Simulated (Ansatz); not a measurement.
# LiGeH3: the cost of one run

Computed with Ansatz 0.2.0 (DFT PBE, scalar-relativistic, plane waves, PAW, unless a step's input says otherwise).

### 1 The structure to begin with

Symmetry: Fm-3m, No. 225, cubic system. Conventional cell: a = 7.601 Å, b = 7.601 Å, c = 7.601 Å, α = 90.00°, β = 90.00°, γ = 90.00°. Around Li (site symmetry m-3m) lie 6 H at 2.03 Å. Li (site symmetry m-3m) is surrounded by 6 H at 1.77 Å. Ge (site symmetry -43m) is surrounded by 12 H at 2.69 Å. H (site symmetry 4mm) is surrounded by 2 Li at 1.77 to 2.03 Å.

Structure file:

```
Li Ge H
1.0
     0.00000    3.80069    3.80069
     3.80069    0.00000    3.80069
     3.80069    3.80069    0.00000
Li Ge H
2 2 6
Direct
  0.50000 0.50000 0.50000
  0.00000 0.00000 0.00000
  0.75000 0.75000 0.75000
  0.25000 0.25000 0.25000
  0.76670 0.23330 0.23330
  0.23330 0.23330 0.76670
  0.23330 0.76670 0.76670
  0.23330 0.76670 0.23330
  0.76670 0.23330 0.76670
  0.76670 0.76670 0.23330
```

The cell is invented: species swapped into a database cell of CsTlCl3 (Fm-3m, No. 225), with Ge on the Cs sites, Li on the Tl sites and H on the Cl sites. The dimensions are guesses.

### 2 A first look at the guess

input.yaml

```yaml
crystal:
  lattice:
    - [0.0, 3.80069017, 3.80069017]
    - [3.80069017, 0.0, 3.80069017]
    - [3.80069017, 3.80069017, 0.0]
  atoms:
    - { symbol: Li, position: [0.5, 0.5, 0.5] }
    - { symbol: Li, position: [0.0, 0.0, 0.0] }
    - { symbol: Ge, position: [0.75, 0.75, 0.75] }
    - { symbol: Ge, position: [0.25, 0.25, 0.25] }
    - { symbol: H, position: [0.76670057, 0.23329943, 0.23329943] }
    - { symbol: H, position: [0.23329943, 0.23329943, 0.76670057] }
    - { symbol: H, position: [0.23329943, 0.76670057, 0.76670057] }
    - { symbol: H, position: [0.23329943, 0.76670057, 0.23329943] }
    - { symbol: H, position: [0.76670057, 0.23329943, 0.76670057] }
    - { symbol: H, position: [0.76670057, 0.76670057, 0.23329943] }
basis:
  ecutwfc: 420
kpoints:
  mp_grid: { grid: [4, 4, 4] }
hamiltonian:
  xc: pbe
scf:
  occupations: { method: gaussian, width: 0.1 }
  lower_state_search: "off"
output:
  forces: true
  stress: true
  eigenvalues: true
```

The run is started by

```console
ansatz run input.yaml --threads 1 --pin off --max-ram 2560MiB --backend cpu --events-out ev --progress --plain --runs-dir out
```

What time and memory should one allow on 1 thread of Arm Neoverse V1, shared host?

About 1.8 s, with a peak of 0.34 GiB.
